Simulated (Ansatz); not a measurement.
**ClH₃NO₂Si radical: one species, many methods**

How much do the methods differ for ClH₃NO₂Si radical? The plan is to run it at one geometry with functionals of several rungs and with coupled cluster, and see how far each lands from CCSD(T) at the basis-set limit for the atomisation energy.

Computed with Ansatz 0.2.0, Gaussian basis. Level: functionals in def2-TZVPP, the program's frozen cores in correlated methods.

The runs, in order: LDA (SPW92), PBE-D4, revPBE-D4, BLYP-D4, r2SCAN-D4, B97M-V, PBE0-D4, B3LYP-D4, r2SCANh-D4, r2SCAN0-D4, HSE06-D4, BHLYP-D4, CAM-B3LYP-D4, LC-ωPBE, ωB97X-V, ωB97M-V, B2PLYP, PBE-QIDH; CCSD(T)/def2-SVP; CCSD(T)/def2-TZVPP; MP2/def2-QZVPP; extrapolation to the limit; RPA on PBE.

## (1) Structure used throughout

All runs share one geometry, relaxed beforehand with PBE0-D4 in a triple-zeta def2 set.

SMILES `[NH][Si](O)(O)Cl`, 8 atoms, charge 0, spin multiplicity 2.

Atoms are counted from 1 here; the program's logs count them from 0.

Bond lengths: N1–Si2 1.731 Å, N1–H6 1.020 Å, Si2–O3 1.625 Å, Si2–O4 1.628 Å, Si2–Cl5 2.048 Å, O3–H7 0.958 Å, O4–H8 0.960 Å. Angles: Si2–N1–H6 116.3°, N1–Si2–O3 104.8°, N1–Si2–O4 107.9°, N1–Si2–Cl5 115.9°, O3–Si2–O4 114.7°, O3–Si2–Cl5 109.3°, O4–Si2–Cl5 104.5°, Si2–O3–H7 118.0°, Si2–O4–H8 116.6°.

## (2) LDA

This LDA is Slater exchange with PW92 correlation.

File in.yaml:

```yaml
crystal:
  periodic: [false, false, false]
  atoms:
    - {symbol: N, position_ang: [-0.891349, 0.629033, 1.216841]}
    - {symbol: Si, position_ang: [0.027104, 0.060218, -0.135098]}
    - {symbol: O, position_ang: [1.543755, -0.091777, 0.427399]}
    - {symbol: O, position_ang: [-0.649648, -1.327170, -0.650891]}
    - {symbol: Cl, position_ang: [0.034508, 1.271469, -1.787080]}
    - {symbol: H, position_ang: [-1.437679, 1.476793, 1.067138]}
    - {symbol: H, position_ang: [2.262890, -0.069654, -0.205628]}
    - {symbol: H, position_ang: [-0.797481, -2.006012, 0.011418]}
basis:
  gaussian: {orbitals: def2-TZVPP}
magnetization: {spin_polarized: true, initial_magnetization: 1}
hamiltonian: {xc: lda}
output: {orbitals: {seedname: orbitals}}
```

On the command line:

```bash
> ansatz run in.yaml --threads 4 --pin off --events-out ev --progress --plain --max-ram 10444MiB
```

Further steps of the session: PBE-D4 (GGA); revPBE-D4 (GGA); BLYP-D4 (GGA); r2SCAN-D4 (meta-GGA); B97M-V (meta-GGA); B3LYP-D4 (hybrid); r2SCANh-D4 (hybrid); r2SCAN0-D4 (hybrid); HSE06-D4 (hybrid); BHLYP-D4 (hybrid); CAM-B3LYP-D4 (range-separated); LC-ωPBE (range-separated); ωB97X-V (range-separated); ωB97M-V (range-separated); B2PLYP (double hybrid); PBE-QIDH (double hybrid); CCSD(T) in def2-SVP; CCSD(T) in def2-TZVPP; MP2 in def2-QZVPP; RPA on PBE orbitals.

Before running them: what should the planned runs give, taken together? Wanted: atomisation energy, CCSD(T)/CBS; farthest beyond LDA; mean size of error, GGA; mean size of error, meta-GGA; mean size of error, hybrid; mean size of error, range-separated; mean size of error, double hybrid; gap, smallest and largest; T1 diagnostic.

As calculated:

| quantity | value |
| --- | --- |
| atomisation energy, CCSD(T)/CBS | 709.2 kcal/mol |
| functionals within 3.5 kcal/mol (0.5 %) | BLYP-D4, r2SCAN-D4, B97M-V, CAM-B3LYP-D4, ωB97X-V, ωB97M-V |
| farthest beyond LDA | BHLYP-D4 (-33.3 kcal/mol) |
| mean size of error, GGA | 7.7 kcal/mol |
| mean size of error, meta-GGA | 0.8 kcal/mol |
| mean size of error, hybrid | 13.1 kcal/mol |
| mean size of error, range-separated | 2.3 kcal/mol |
| mean size of error, double hybrid | 13.0 kcal/mol |
| gap, smallest and largest | 1.09 eV (LDA (SPW92)), 10.27 eV (LC-ωPBE) |
| T1 diagnostic | 0.0121 |
| triples share of the correlation energy | 3.6 % |

LDA overbinds by 111.3 kcal/mol (16 %). PBE-D4 misses by +12.0 kcal/mol. Double hybrids carry the basis error of their MP2 part in triple zeta, and no dispersion term here, so their miss is partly the set-up's. The rungs meta-GGA, range-separated miss on average by less than the doubt on the reference (3.5 kcal/mol), so they tie. Misses under about 3.5 kcal/mol are within the doubt on the reference itself, which lacks core-valence correlation, relativity and higher excitations. Hartree-Fock recovers 68 % of the binding; the rest is correlation. CCSD(T) in def2-SVP is off by -77.6 kcal/mol, more than most functionals: a good method in a small basis is no reference. The gap grows from 1.1 to 10.3 eV across the functionals, mostly with the share of exact exchange.
